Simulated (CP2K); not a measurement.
## HfIn4SiO6 in CP2K: the effect of functional

HfIn4SiO6:

```
Hf In Si O
1.0
     5.69869    0.00000    0.00000
    -0.70099    6.10862    0.00000
    -2.71996   -1.39790    6.63735
Hf In Si O
1 4 1 6
Direct
  0.11793 0.01556 0.13292
  0.38842 0.99901 0.72891
  0.75865 0.00842 0.49586
  0.23461 0.48841 0.53300
  0.59649 0.48211 0.20528
  0.86778 0.44029 0.85544
  0.55316 0.38738 0.79290
  0.93454 0.38483 0.65596
  0.98414 0.26218 0.00347
  0.99083 0.69806 0.98452
  0.08665 0.06493 0.39374
  0.48680 0.10883 0.21799
```

The cell was built by a generator and needn't be a form met in nature.

Alike in all runs:

```yaml
Program: CP2K 2026.2
Task: band structure
Potentials_or_basis: POTENTIAL_UZH Hf GTH-PBE-q12, In GTH-PBE-q13, Si GTH-PBE-q4, O GTH-PBE-q6; TZVP-MOLOPT-PBE-GTH basis
Density_cutoff: 13606 eV
k_mesh: 5 × 5 × 4
Occupations: fermi-dirac, width 0.05 eV
Spin: no spin polarisation
```

```csv
functional,pressure (GPa),largest force (eV/Å)
LDA,-4.5,0.74
PBEsol,?,?
RPBE,1.4,0.56
```

What does the run with functional PBEsol give?

Pressure -3.0 GPa; largest force 0.61 eV/Å.

Caveats: the potentials were made for another functional, which shifts forces and pressure; the basis of atomic orbitals isn't converged, which shifts pressures, moduli and gaps.
